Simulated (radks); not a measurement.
# Re⁺ in [Xe] 4f14 5d5 6s0.5 7s0.5: an all-electron calculation

Aim: the levels, the sizes of the orbitals and the parts of the energy of the rhenium ion Re+.

Method: non-relativistic Kohn-Sham, BLYP, spin-polarised, spherical densities, point nucleus; open shells are filled with parallel spins first. Code: radks (a radial shooting solver on a logarithmic mesh, Libxc functionals) version 1.

## (1) What is computed

* element: rhenium (Z = 75)
* charge: +1
* electrons: 74
* configuration: [Xe] 4f14 5d5 6s0.5 7s0.5

## (2) The calculation

The run's settings:

```text
Z 75
configuration [Xe] 4f14 5d5 6s0.5 7s0.5 6p0 6d0
relativity non-relativistic
functional b88,lyp
spin polarised
nucleus point
```

**Question.** What will this run give?

As calculated:

```
                        quantity                   value
                    total energy     -15788.6058 hartree
exchange-correlation share of it                  1.99 %
                            −T/E                  0.9998
          highest occupied level        7s up, -4.226 eV
    most extended occupied level  7s up, <r> = 7.26 bohr
 radius at density 0.001 e/bohr³               4.00 bohr
    maxima of the radial density                       5
```

What this shows: 7 principal shells are occupied and 5 maxima appear in the radial density; where shells overlap, one shows as a shoulder or not at all. The ratio −T/E is 0.9998; for a non-relativistic Coulomb system it is 1 up to the kinetic part of correlation. This is not the tabulated ground configuration, so its levels and sizes aren't those of the ground state, and no measured value stands beside it.
